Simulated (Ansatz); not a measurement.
## GaGe3 in Ansatz: the effect of target pressure

Crystal: GaGe3.

```
CELL_PARAMETERS angstrom
4.27847 0.00000 0.00000
0.00000 4.27847 0.00000
0.00000 0.00000 4.27847
ATOMIC_POSITIONS crystal
Ge 0.50000 0.50000 0.00000
Ge 0.50000 0.00000 0.50000
Ge 0.00000 0.50000 0.50000
Ga 0.00000 0.00000 0.00000
```

The cell comes from a database or a generator and needn't be the stable form of this composition.

Alike in all runs:

- Program: Ansatz 0.2.0
- Task: relaxation of cell and atoms
- Functional: PBEsol
- Potentials or basis: Ansatz PAW
- Cutoff: 420 eV (not typed: the program's choice for these potentials)
- k mesh: 6 × 6 × 6
- Occupations: fermi-dirac, width 0.05 eV
- Spin: no spin polarisation

Each run relaxes the cell or the atoms first.

```csv
target pressure,relaxed volume (Å³/atom)
0 GPa,18.46
2 GPa,17.94
5 GPa,?
10 GPa,16.43
20 GPa,15.23
30 GPa,14.37
```

Q: What does the run with target pressure 5 GPa give?

A: Relaxed volume 17.29 Å³/atom.

Worked out: In Murnaghan's law V^(-B') rises as a straight line in P. The other rows fit best with B' = 4.4, V0 = 18.46 Å³/atom and B0 = 66 GPa, which gives 17.29 Å³/atom at 5 GPa, against the run's 17.29.

Caveats: the plane-wave basis is chosen anew once the cell has moved, so the energies of steps on either side of that aren't comparable; the PAW data sets come from PBE, with cores solved anew for the run's functional, which leaves a small shift of forces and pressure; the volume moved by over 15 % at a fixed basis, so the end points are rough (some runs).
